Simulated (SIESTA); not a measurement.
## Ta3N: band structure with PBE

Crystal: Ta3N.

```xyz
4
Lattice="3.0322 0.0000 0.0000 -1.5161 2.6260 0.0000 0.0000 0.0000 7.5241" Properties=species:S:1:pos:R:3 pbc="T T T"
Ta    1.5161    0.8753    6.2155
Ta    0.0000    1.7507    1.3087
Ta    0.0000    0.0000    3.7621
N     0.0000    0.0000    0.0000
```

The cell comes from a database or a generator and needn't be the stable form of this composition.

```json
{
  "Program": "SIESTA 5.4.2",
  "Task": "band structure",
  "Functional": "PBE",
  "Potentials or basis": "PseudoDojo 0.4 standard (PBE files)",
  "Basis": "DZP (energy shift 0.003 Ry; two zetas on semicore shells)",
  "Grid cutoff": "800 Ry",
  "Energy shift": "0.003 Ry",
  "k mesh": "10 × 10 × 4",
  "Occupations": "fermi-dirac, width 0.05 eV",
  "Spin": "no spin polarisation"
}
```

| Quantity | Value |
| --- | --- |
| Pressure | 1.7 GPa |
| Largest force | 0.378 eV/Å |
| Band gap on the k mesh | none (metal or under the smearing width) |

Forces in eV/Å, atoms in the order of the input:
```
Ta   0.000  0.000 -0.378
Ta   0.000  0.000  0.378
Ta   0.000  0.000  0.000
N    0.000  0.000  0.000
```

Stress tensor (GPa, compression positive):
```
1.42 0.00 0.00
0.00 1.42 0.00
0.00 0.00 2.30
```

Levels at the corners of the path, in eV from the Fermi level:
| point | band 18 | band 19 | band 20 | band 21 | band 22 | band 23 | band 24 | band 25 | band 26 | band 27 |
| --- | --- | --- | --- | --- | --- | --- | --- | --- | --- | --- |
| Γ | -3.60 | -1.35 | -0.55 | -0.55 | -0.36 | 0.24 | 0.24 | 1.04 | 1.87 | 1.87 |
| M | -3.80 | -3.12 | -1.19 | -0.52 | 0.21 | 0.67 | 0.89 | 3.54 | 4.21 | 4.30 |
| K | -2.42 | -2.42 | -1.43 | -1.43 | -0.52 | 0.54 | 0.54 | 3.40 | 3.40 | 3.69 |
| Γ | -3.60 | -1.35 | -0.55 | -0.55 | -0.36 | 0.24 | 0.24 | 1.04 | 1.87 | 1.87 |
| A | -3.77 | -1.23 | -1.16 | -0.33 | -0.33 | 0.51 | 0.51 | 1.27 | 1.27 | 1.32 |
| L | -3.71 | -2.93 | -1.32 | -1.24 | 0.19 | 0.94 | 1.25 | 2.40 | 4.41 | 4.42 |
| H | -2.53 | -2.42 | -1.46 | -1.46 | -1.45 | 0.45 | 0.45 | 3.13 | 3.13 | 4.65 |
| A | -3.77 | -1.23 | -1.16 | -0.33 | -0.33 | 0.51 | 0.51 | 1.27 | 1.27 | 1.32 |
| L | -3.71 | -2.93 | -1.32 | -1.24 | 0.19 | 0.94 | 1.25 | 2.40 | 4.41 | 4.42 |
| M | -3.80 | -3.12 | -1.19 | -0.52 | 0.21 | 0.67 | 0.89 | 3.54 | 4.21 | 4.30 |
| K | -2.42 | -2.42 | -1.43 | -1.43 | -0.52 | 0.54 | 0.54 | 3.40 | 3.40 | 3.69 |
| H | -2.53 | -2.42 | -1.46 | -1.46 | -1.45 | 0.45 | 0.45 | 3.13 | 3.13 | 4.65 |

Wall time 120 s on 1 thread of Arm Neoverse V2 (shared host), peak memory 0.47 GiB.

Caveat: short orbitals over semicore shells can move pressures by several GPa; spin-orbit coupling is left out, which moves the levels of the heavy elements; the basis of atomic orbitals isn't converged, which shifts pressures, moduli and gaps.
